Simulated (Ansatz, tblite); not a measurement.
# GaMe2(OMe) (C3H9GaO): one state, many levels

How do method and basis change the picture of GaMe2(OMe) (C3H9GaO) (singlet)?

Method: as each input shows; program: Ansatz 0.2.0, Gaussian basis.

Plan: GFN1-xTB, GFN2-xTB, PBE-D4/def2-TZVP, r2SCAN-D4/def2-TZVP, LDA/def2-TZVP, HSE06-D4/def2-TZVP, CAM-B3LYP-D4/def2-TZVP, PBE-D4/def2-SVP, PBE0-D4/def2-SVP, CCSD(T)/def2-SVP, MP2/def2-TZVP.

2 further runs of the same task are left out: 2 set aside as unsound or not needed. Runs told in other sessions of the task aren't counted.

## 1. The structure

The geometry is that of the singlet, from an earlier relaxation (r2SCAN-D4/def2-SVP).

14 atoms, charge 0, spin multiplicity 1.

Bond lengths: C1–Ga4 1.964 Å, C1–H6 1.100 Å, C1–H7 1.102 Å, C1–H8 1.102 Å, C2–Ga4 1.952 Å, C2–H9 1.103 Å, C2–H10 1.100 Å, C2–H11 1.102 Å, C3–O5 1.399 Å, C3–H12 1.110 Å, C3–H13 1.107 Å, C3–H14 1.107 Å, Ga4–O5 1.798 Å. Angles: Ga4–C1–H6 111.8°, Ga4–C1–H7 110.5°, Ga4–C1–H8 110.6°, H6–C1–H7 108.3°, H6–C1–H8 108.3°, H7–C1–H8 107.2°, Ga4–C2–H9 110.7°, Ga4–C2–H10 109.9°, Ga4–C2–H11 111.5°, H9–C2–H10 108.5°, H9–C2–H11 107.2°, H10–C2–H11 109.0°, O5–C3–H12 113.7°, O5–C3–H13 110.6°, O5–C3–H14 110.7°, H12–C3–H13 107.2°, H12–C3–H14 107.2°, H13–C3–H14 107.0° and more.

Coordinates:

```
C     1.8726   -0.0126   -0.2031
C    -0.9021    2.2059   -0.6334
C    -0.8781   -2.0211    0.7666
Ga   -0.0148    0.5283   -0.1761
O    -1.1931   -0.7200    0.3600
H     2.5278    0.8087   -0.5296
H     2.0202   -0.8649   -0.8865
H     2.1974   -0.3380    0.7986
H    -0.6001    3.0077    0.0608
H    -1.9934    2.0819   -0.5708
H    -0.6371    2.5379   -1.6503
H     0.2064   -2.2533    0.7196
H    -1.4001   -2.7650    0.1343
H    -1.2055   -2.1953    1.8099
```

PBE0-D4/def2-TZVP was run before; its log isn't repeated, and its numbers join the tables.

## 2. GFN1-xTB

Tight binding, by tblite at 300 K electronic temperature and without a spin-polarisation term:

```python
tblite.interface.Calculator('GFN1-xTB', numbers, positions, charge=0, uhf=0).singlepoint()
```

Energy -468.2356 eV, HOMO -11.05 eV, LUMO -4.76 eV; 0.006 s.

## 3. GFN2-xTB

Tight binding, by tblite at 300 K electronic temperature and without a spin-polarisation term:

```python
tblite.interface.Calculator('GFN2-xTB', numbers, positions, charge=0, uhf=0).singlepoint()
```

Energy -442.5429 eV, HOMO -10.62 eV, LUMO -5.76 eV; 0.004 s.

## 4. PBE-D4/def2-TZVP

start.molden holds the orbitals of an earlier run on this state, given as this run's starting guess.

The input, in.yaml:

```yaml
crystal:
  periodic: [false, false, false]
  atoms:
    - {symbol: C, position_ang: [1.872565, -0.012649, -0.203130]}
    - {symbol: C, position_ang: [-0.902073, 2.205931, -0.633364]}
    - {symbol: C, position_ang: [-0.878074, -2.021128, 0.766644]}
    - {symbol: Ga, position_ang: [-0.014796, 0.528258, -0.176126]}
    - {symbol: O, position_ang: [-1.193148, -0.719981, 0.360032]}
    - {symbol: H, position_ang: [2.527835, 0.808679, -0.529612]}
    - {symbol: H, position_ang: [2.020162, -0.864942, -0.886476]}
    - {symbol: H, position_ang: [2.197435, -0.338047, 0.798559]}
    - {symbol: H, position_ang: [-0.600072, 3.007689, 0.060847]}
    - {symbol: H, position_ang: [-1.993422, 2.081879, -0.570822]}
    - {symbol: H, position_ang: [-0.637140, 2.537879, -1.650289]}
    - {symbol: H, position_ang: [0.206372, -2.253341, 0.719567]}
    - {symbol: H, position_ang: [-1.400141, -2.764975, 0.134259]}
    - {symbol: H, position_ang: [-1.205501, -2.195252, 1.809900]}
basis:
  gaussian: {orbitals: def2-TZVP, initial_orbitals: start.molden}
hamiltonian: {xc: pbe, dispersion: d4}
scf: {omitted_lower_state_checks: [starts]}
output: {forces: true, orbitals: {seedname: orbitals}}
```

On the command line:

```console
$ ansatz run in.yaml --threads 4 --pin off --events-out ev --progress --plain --max-ram 4787MiB
```

Log, shortened:

```text
Functional definition: PBE
  name "PBE"
  cite "Perdew, Burke & Ernzerhof, Phys. Rev. Lett. 77, 3865 (1996) doi:10.1103/PhysRevLett.77.3865"
  parent pbe
[...]
1455 factors; their error is unknown
[...]
mean field -57670.93019608 eV, -2119.3675939454 hartree, gradient 1.1e-5 eV, S^2 0.000000; 0 other end points of the search recorded, 0 dependent functions left out
[...]
reference -57670.93024685 eV, -2119.3675958112 hartree; 33, 33 occupied and 193, 193 virtual orbitals, 1455 factors
Total energy: -57671.18857482 eV, -2119.3770891889 hartree
Atom 0 at     1.872565    -0.012649    -0.203130 Å, force     0.299633    -0.091493     0.000496 eV/Å
Atom 1 at    -0.902073     2.205931    -0.633364 Å, force    -0.171312     0.275810    -0.059251 eV/Å
Atom 2 at    -0.878074    -2.021128     0.766644 Å, force     0.175337    -0.447492     0.131379 eV/Å
Atom 3 at    -0.014796     0.528258    -0.176126 Å, force     0.217138     0.132486    -0.080909 eV/Å
Atom 4 at    -1.193148    -0.719981     0.360032 Å, force    -0.450087     0.082120     0.021471 eV/Å
Atom 5 at     2.527835     0.808679    -0.529612 Å, force    -0.054531    -0.053567     0.023497 eV/Å
Atom 6 at     2.020162    -0.864942    -0.886476 Å, force    -0.015511     0.058938     0.045835 eV/Å
Atom 7 at     2.197435    -0.338047     0.798559 Å, force    -0.024211     0.024014    -0.066611 eV/Å
Atom 8 at    -0.600072     3.007689     0.060847 Å, force    -0.019668    -0.064308    -0.054724 eV/Å
Atom 9 at    -1.993422     2.081879    -0.570822 Å, force     0.087013     0.014408    -0.008193 eV/Å
Atom 10 at    -0.637140     2.537879    -1.650289 Å, force    -0.015048    -0.037463     0.079941 eV/Å
Atom 11 at     0.206372    -2.253341     0.719567 Å, force    -0.052462     0.012775     0.001760 eV/Å
Atom 12 at    -1.400141    -2.764975     0.134259 Å, force     0.014540     0.055181     0.004136 eV/Å
Atom 13 at    -1.205501    -2.195252     1.809900 Å, force     0.009169     0.038592    -0.038828 eV/Å
Dipole moment:     0.286040     0.076322    -0.051947 e Å
Checks for a lower state left out: starts
```

It took 3.1 s on 4 threads of Arm Neoverse V2, shared host.

Report: HOMO -5.97 eV, LUMO -1.07 eV.

## 5. r2SCAN-D4/def2-TZVP

in.yaml, as its differences from that of step 4:

```diff
@@ -19,4 +19,4 @@
   gaussian: {orbitals: def2-TZVP, initial_orbitals: start.molden}
-hamiltonian: {xc: pbe, dispersion: d4}
+hamiltonian: {xc: r2scan, dispersion: d4}
 scf: {omitted_lower_state_checks: [starts]}
-output: {forces: true, orbitals: {seedname: orbitals}}
+output: {orbitals: {seedname: orbitals}}
```

Launched as before.

Log:

```text
Functional definition: r2SCAN
  name "r2SCAN"
  cite "Furness, Kaplan, Ning, Perdew & Sun, J. Phys. Chem. Lett. 11, 8208 (2020) doi:10.1021/acs.jpclett.0c02405"
  cite "Furness, Kaplan, Ning, Perdew & Sun, J. Phys. Chem. Lett. 11, 9248 (2020) doi:10.1021/acs.jpclett.0c03077"
  parent r2scan
  parameter k0 = 0.174
  parameter k1 = 0.065
  parameter a1 = 4.9479
  exchange = r2scan_x(k0 = k0, k1 = k1, a1 = a1)
  correlation = r2scan_c
these checks for a lower state are left out or cut short: starts
1455 factors; their error is unknown
mean field evaluation 1: about -57682.4296 eV, gradient 6.8e0 eV
mean field evaluation 2: about -57682.4793 eV, gradient 6.6e-2 eV
mean field evaluation 4: about -57682.4397 eV, gradient 2.9e-4 eV
mean field -57682.43974694 eV, -2119.7905621381 hartree, gradient 2.1e-5 eV, S^2 0.000000; 0 other end points of the search recorded, 0 dependent functions left out
reference -57682.43976128 eV, -2119.7905626652 hartree; 33, 33 occupied and 193, 193 virtual orbitals, 1455 factors
Total energy: -57682.50655268 eV, -2119.7930172038 hartree
Checks for a lower state left out: starts
```

Run time: 5.5 s. Hardware: 4 threads of Arm Neoverse V2, shared host.

Report: HOMO -6.25 eV, LUMO -0.79 eV.

## 6. LDA/def2-TZVP

in.yaml, as its differences from that of step 5:

```diff
@@ -19,3 +19,3 @@
   gaussian: {orbitals: def2-TZVP, initial_orbitals: start.molden}
-hamiltonian: {xc: r2scan, dispersion: d4}
+hamiltonian: {xc: lda}
 scf: {omitted_lower_state_checks: [starts]}
```

The command is unchanged.

Log:

```text
Functional definition: SPW92
  name "SPW92"
  cite "Dirac, Proc. Camb. Phil. Soc. 26, 376 (1930) doi:10.1017/S0305004100016108"
  cite "Slater, Phys. Rev. 81, 385 (1951) doi:10.1103/PhysRev.81.385"
  cite "Perdew & Wang, Phys. Rev. B 45, 13244 (1992) doi:10.1103/PhysRevB.45.13244"
  exchange = slater_x
  correlation = pw_c
these checks for a lower state are left out or cut short: starts
1455 factors; their error is unknown
mean field evaluation 1: about -57556.9490 eV, gradient 4.2e1 eV
mean field evaluation 2: about -57557.4943 eV, gradient 8.4e-1 eV
mean field evaluation 4: about -57557.4588 eV, gradient 4.3e-1 eV
mean field evaluation 8: about -57557.4590 eV, gradient 1.8e-5 eV
mean field -57557.45902969 eV, -2115.1976054942 hartree, gradient 1.8e-5 eV, S^2 0.000000; 0 other end points of the search recorded, 0 dependent functions left out
reference -57557.45907621 eV, -2115.1976072037 hartree; 33, 33 occupied and 193, 193 virtual orbitals, 1455 factors
Total energy: -57557.45907621 eV, -2115.1976072037 hartree
Checks for a lower state left out: starts
```

Wall time 1.5 s (4 threads of Arm Neoverse V2, shared host).

HOMO -6.13 eV, LUMO -1.32 eV.

## 7. HSE06-D4/def2-TZVP

in.yaml, as its differences from that of step 6:

```diff
@@ -19,3 +19,3 @@
   gaussian: {orbitals: def2-TZVP, initial_orbitals: start.molden}
-hamiltonian: {xc: lda}
+hamiltonian: {xc: hse06, dispersion: d4}
 scf: {omitted_lower_state_checks: [starts]}
```

Same command.

Log, shortened:

```text
Functional definition: HSE06
  name "HSE06"
  cite "Heyd, Scuseria & Ernzerhof, J. Chem. Phys. 118, 8207 (2003) doi:10.1063/1.1564060"
  cite "Krukau, Vydrov, Izmaylov & Scuseria, J. Chem. Phys. 125, 224106 (2006) doi:10.1063/1.2404663"
  cite "Heyd & Scuseria, J. Chem. Phys. 120, 7274 (2004) doi:10.1063/1.1668634"
  cite "Ernzerhof & Perdew, J. Chem. Phys. 109, 3313 (1998) doi:10.1063/1.476928"
  cite "Perdew, Burke & Ernzerhof, Phys. Rev. Lett. 77, 3865 (1996) doi:10.1103/PhysRevLett.77.3865"
  parent pbe
[...]
  # The whole range is PBE's own exchange, as in plane waves. The composition of these papers is wPBEh.
[...]
1500 factors; their error is unknown
110 factors; integrals over basis functions are off by at most 4.3e-7 eV
[...]
mean field -57672.29180985 eV, -2119.4176323285 hartree, gradient 1.1e-5 eV, S^2 0.000000; 0 other end points of the search recorded, 0 dependent functions left out
reference -57672.29185923 eV, -2119.4176341432 hartree; 33, 33 occupied and 193, 193 virtual orbitals, 1500 factors
Total energy: -57672.49776463 eV, -2119.4252010270 hartree
Checks for a lower state left out: starts
```

Wall time 4 s (4 threads of Arm Neoverse V2, shared host); peak memory 0.67 GiB.

From the report: HOMO -7.03 eV, LUMO -0.63 eV.

## 8. CAM-B3LYP-D4/def2-TZVP

in.yaml, as its differences from that of step 7:

```diff
@@ -19,3 +19,3 @@
   gaussian: {orbitals: def2-TZVP, initial_orbitals: start.molden}
-hamiltonian: {xc: hse06, dispersion: d4}
+hamiltonian: {xc: {name: CAM-B3LYP}, dispersion: d4}
 scf: {omitted_lower_state_checks: [starts]}
```

Same command.

Log, shortened:

```text
Functional definition: CAM-B3LYP
  name "CAM-B3LYP"
  cite "Yanai, Tew & Handy, Chem. Phys. Lett. 393, 51 (2004) doi:10.1016/j.cplett.2004.06.011"
  cite "Iikura, Tsuneda, Yanai & Hirao, J. Chem. Phys. 115, 3540 (2001) doi:10.1063/1.1383587"
  cite "Becke, Phys. Rev. A 38, 3098 (1988) doi:10.1103/PhysRevA.38.3098"
  cite "Lee, Yang & Parr, Phys. Rev. B 37, 785 (1988) doi:10.1103/PhysRevB.37.785"
  cite "Vosko, Wilk & Nusair, Can. J. Phys. 58, 1200 (1980) doi:10.1139/p80-159"
[...]
  # Exact exchange under (alpha + beta erf(omega r))/r, Becke's under what is left of 1/r.
[...]
1490 factors; their error is unknown
419 factors; integrals over basis functions are off by at most 1.3e-5 eV
[...]
mean field -57686.46131052 eV, -2119.9383518737 hartree, gradient 1.1e-5 eV, S^2 0.000000; 0 other end points of the search recorded, 0 dependent functions left out
reference -57686.46146795 eV, -2119.9383576592 hartree; 33, 33 occupied and 193, 193 virtual orbitals, 1490 factors
Total energy: -57686.68573318 eV, -2119.9465992545 hartree
Checks for a lower state left out: starts
```

It took 4.4 s on 4 threads of Arm Neoverse V2, shared host; peak memory 0.73 GiB.

HOMO -8.88 eV, LUMO 0.61 eV.

## 9. PBE-D4/def2-SVP

in.yaml, as its differences from that of step 8:

```diff
@@ -18,4 +18,4 @@
 basis:
-  gaussian: {orbitals: def2-TZVP, initial_orbitals: start.molden}
-hamiltonian: {xc: {name: CAM-B3LYP}, dispersion: d4}
+  gaussian: {orbitals: def2-SVP, initial_orbitals: start.molden}
+hamiltonian: {xc: pbe, dispersion: d4}
 scf: {omitted_lower_state_checks: [starts]}
```

Launched as before.

Log:

```text
Functional definition: PBE
  name "PBE"
  cite "Perdew, Burke & Ernzerhof, Phys. Rev. Lett. 77, 3865 (1996) doi:10.1103/PhysRevLett.77.3865"
  parent pbe
  parameter kappa = 0.804
  parameter beta = 0.06672455060314922
  exchange = pbe_x(kappa = kappa, mu = beta*pi^2/3)
  correlation = pbe_c(beta = beta)
these checks for a lower state are left out or cut short: starts
1494 factors; their error is unknown
mean field evaluation 1: about -57657.8309 eV, gradient 9.8e0 eV
mean field evaluation 2: about -57658.0945 eV, gradient 2.2e-1 eV
mean field evaluation 4: about -57658.0373 eV, gradient 3.0e-4 eV
mean field -57658.03726355 eV, -2118.8937874141 hartree, gradient 1.9e-5 eV, S^2 0.000000; 0 other end points of the search recorded, 0 dependent functions left out
reference -57658.03730448 eV, -2118.8937889183 hartree; 33, 33 occupied and 100, 100 virtual orbitals, 1494 factors
Total energy: -57658.29563245 eV, -2118.9032822960 hartree
Checks for a lower state left out: starts
```

Wall time 1.5 s (4 threads of Arm Neoverse V2, shared host).

From the report: HOMO -5.82 eV, LUMO -0.95 eV.

## 10. PBE0-D4/def2-SVP

in.yaml, as its differences from that of step 9:

```diff
@@ -19,3 +19,3 @@
   gaussian: {orbitals: def2-SVP, initial_orbitals: start.molden}
-hamiltonian: {xc: pbe, dispersion: d4}
+hamiltonian: {xc: pbe0, dispersion: d4}
 scf: {omitted_lower_state_checks: [starts]}
```

Same command.

Log:

```text
Functional definition: PBE0
  name "PBE0"
  cite "Adamo & Barone, J. Chem. Phys. 110, 6158 (1999) doi:10.1063/1.478522"
  cite "Perdew, Burke & Ernzerhof, Phys. Rev. Lett. 77, 3865 (1996) doi:10.1103/PhysRevLett.77.3865"
  parent pbe
  parameter a = 0.25
  parameter kappa = 0.804
  parameter beta = 0.06672455060314922
  exchange = (1 - a)*pbe_x(kappa = kappa, mu = beta*pi^2/3) + a*exact_x
  correlation = pbe_c(beta = beta)
these checks for a lower state are left out or cut short: starts
1528 factors; their error is unknown
mean field evaluation 1: about -57659.5789 eV, gradient 7.4e0 eV
mean field evaluation 2: about -57659.7195 eV, gradient 1.1e-1 eV
mean field evaluation 4: about -57659.8853 eV, gradient 1.2e-4 eV
mean field -57659.88525095 eV, -2118.9616996984 hartree, gradient 1.6e-5 eV, S^2 0.000000; 0 other end points of the search recorded, 0 dependent functions left out
reference -57659.88528299 eV, -2118.9617008761 hartree; 33, 33 occupied and 100, 100 virtual orbitals, 1528 factors
Total energy: -57660.10526988 eV, -2118.9697852449 hartree
Checks for a lower state left out: starts
```

It took 2 s on 4 threads of Arm Neoverse V2, shared host.

Report: HOMO -7.32 eV, LUMO -0.17 eV.

## 11. CCSD(T)/def2-SVP

in.yaml, as its differences from that of step 10:

```diff
@@ -19,3 +19,3 @@
   gaussian: {orbitals: def2-SVP, initial_orbitals: start.molden}
-hamiltonian: {xc: pbe0, dispersion: d4}
+correlation: {method: ccsd_t}
 scf: {omitted_lower_state_checks: [starts]}
```

The command is unchanged.

Log, shortened:

```text
Functional definition: HF
  name "HF"
  cite "Fock, Z. Phys. 61, 126 (1930) doi:10.1007/BF01340294"
  parent pbe
[...]
1359 factors; integrals over basis functions are off by at most 1.2e-3 eV
[...]
mean field -57595.14980114 eV, -2116.5827157974 hartree, gradient 2.9e-6 eV, S^2 0.000000; 0 other end points of the search recorded, 0 dependent functions left out
13 core orbitals not correlated: weight in the atoms' cores, before any rotation towards them, 1.000 or more for the frozen orbitals, at most 0.000 for the correlated occupied ones
reference -57595.14980114 eV, -2116.5827157974 hartree; 20, 20 occupied and 100, 100 virtual orbitals, 1359 factors
second order -22.82469038 eV of doubles, -0.00000000 eV of singles
cycle   1  -23.17993934 eV  change   -3.6e-1 eV  update   1.2e-1
[...]
cycle   9  -24.00747068 eV  change   -1.2e-5 eV  update   3.8e-5
perturbative correction -0.70241043 eV, -0.0258131072 hartree
Total energy: -57619.85968226 eV, -2117.4907871794 hartree
Checks for a lower state left out: starts
```

It took 22 s on 4 threads of Arm Neoverse V2, shared host; peak memory 0.95 GiB.

Report: Hartree-Fock HOMO -10.70 eV, LUMO 2.66 eV; T1 0.013.

## 12. MP2/def2-TZVP

in.yaml, as its differences from that of step 11:

```diff
@@ -18,4 +18,4 @@
 basis:
-  gaussian: {orbitals: def2-SVP, initial_orbitals: start.molden}
-correlation: {method: ccsd_t}
+  gaussian: {orbitals: def2-TZVP, initial_orbitals: start.molden}
+correlation: {method: mp2}
 scf: {omitted_lower_state_checks: [starts]}
```

Launched as before.

Log:

```text
Functional definition: HF
  name "HF"
  cite "Fock, Z. Phys. 61, 126 (1930) doi:10.1007/BF01340294"
  parent pbe
  exchange = exact_x
  correlation = 0
these checks for a lower state are left out or cut short: starts
1564 factors; integrals over basis functions are off by at most 1.3e-3 eV
mean field evaluation 1: about -57606.7352 eV, gradient 3.2e1 eV
mean field evaluation 2: about -57607.7139 eV, gradient 1.2e0 eV
mean field evaluation 4: about -57607.9243 eV, gradient 1.6e-2 eV
mean field evaluation 8: about -57607.9243 eV, gradient 8.5e-7 eV
mean field -57607.92432391 eV, -2117.0521708501 hartree, gradient 2.5e-6 eV, S^2 0.000000; 0 other end points of the search recorded, 0 dependent functions left out
13 core orbitals not correlated: weight in the atoms' cores, before any rotation towards them, 1.000 or more for the frozen orbitals, at most 0.000 for the correlated occupied ones
reference -57607.92432391 eV, -2117.0521708501 hartree; 20, 20 occupied and 193, 193 virtual orbitals, 1564 factors
second order -26.73018087 eV of doubles, -0.00000000 eV of singles
Total energy: -57634.65450478 eV, -2118.0344868786 hartree
Checks for a lower state left out: starts
```

It took 3.7 s on 4 threads of Arm Neoverse V2, shared host.

Report: Hartree-Fock HOMO -10.67 eV, LUMO 2.51 eV.

## 13. Comparison

```
                 level  functions  HOMO (eV)  LUMO (eV)  gap (eV)   time
         LDA/def2-TZVP        226      -6.13      -1.32      4.81  1.5 s
       PBE-D4/def2-SVP        133      -5.82      -0.95      4.87  1.5 s
      PBE-D4/def2-TZVP        226      -5.97      -1.07      4.90  3.1 s
   r2SCAN-D4/def2-TZVP        226      -6.25      -0.79      5.46  5.5 s
      PBE0-D4/def2-SVP        133      -7.32      -0.17      7.15    2 s
     PBE0-D4/def2-TZVP        226      -7.43      -0.27      7.17    4 s
    HSE06-D4/def2-TZVP        226      -7.03      -0.63      6.39    4 s
CAM-B3LYP-D4/def2-TZVP        226      -8.88       0.61      9.49  4.4 s
```

The pieces so far (eV):

```
    basis           HF  MP2 correlation  CCSD correlation      (T)              total
 def2-SVP  -57595.1498         -22.8247          -24.0075  -0.7024        -57619.8597
def2-TZVP  -57607.9243         -26.7302                             -57634.6545 (MP2)
```

The correlation energy is far from converged in these sets, so it jumps between bases; where outer-core shells are correlated, the sets cover them unevenly.

## 14. Binding energy

Free atoms were run apart at each level; binding is atoms less cluster, divided by the number of atoms, without zero-point or spin-orbit terms.

Differences are taken before rounding.

```
                method  binding an atom (eV)  from CCSD(T)/def2-SVP (eV)   time
           HF/def2-SVP                 2.836                      -0.778       
          HF/def2-TZVP                 2.794                      -0.821       
         LDA/def2-TZVP                 4.283                      +0.668  1.5 s
       PBE-D4/def2-SVP                 3.847                      +0.233  1.5 s
      PBE-D4/def2-TZVP                 3.825                      +0.211  3.1 s
   r2SCAN-D4/def2-TZVP                 3.784                      +0.169  5.5 s
      PBE0-D4/def2-SVP                 3.799                      +0.185    2 s
     PBE0-D4/def2-TZVP                 3.773                      +0.159    4 s
    HSE06-D4/def2-TZVP                 3.776                      +0.161    4 s
CAM-B3LYP-D4/def2-TZVP                 3.786                      +0.172  4.4 s
          MP2/def2-SVP                 3.641                      +0.027       
         MP2/def2-TZVP                 3.698                      +0.084  3.7 s
         CCSD/def2-SVP                 3.583                      -0.031       
      CCSD(T)/def2-SVP                 3.614                           0   22 s
```

Among the levels timed on like hardware and quicker than the yardstick, those that no quicker one beats, quickest first: PBE-D4/def2-SVP (1.5 s, +0.233 eV); PBE0-D4/def2-SVP (2 s, +0.185 eV); MP2/def2-TZVP (3.7 s, +0.084 eV).

## 15. Results

```
                                                 quantity                                  value
gap in def2-TZVP, named functionals, smallest and largest  4.81 eV (LDA), 9.49 eV (CAM-B3LYP-D4)
                     correlation energy, CCSD(T)/def2-SVP                              -24.71 eV
                        correlation energy, MP2/def2-TZVP                              -26.73 eV
                        binding an atom, CCSD(T)/def2-SVP                               3.614 eV
          PBE0 total energy, smallest basis above largest         12.72 eV (def2-SVP, def2-TZVP)
```

In words: Over the named functionals in def2-TZVP the gap runs from 4.81 eV (LDA) to 9.49 eV (CAM-B3LYP-D4); exact exchange widens it. The functionals in def2-TZVP miss CCSD(T)/def2-SVP by +0.159 (PBE0-D4) to +0.668 eV (LDA) an atom. The yardstick is in a double-zeta basis, so levels in larger sets aren't compared like for like. CCSD(T)/def2-SVP isn't at the basis-set limit; small misses against it rank nothing.

For cost: MP2/def2-TZVP gets within 0.084 eV in 3.7 s, where CCSD(T)/def2-SVP took 22 s; the quickest level in the cost chart, PBE-D4/def2-SVP, takes 1.5 s and misses by 0.233 eV. The slowest run with a step of its own, CCSD(T)/def2-SVP, took 22 s; the quickest functional in def2-TZVP took 1.5 s (shared host).
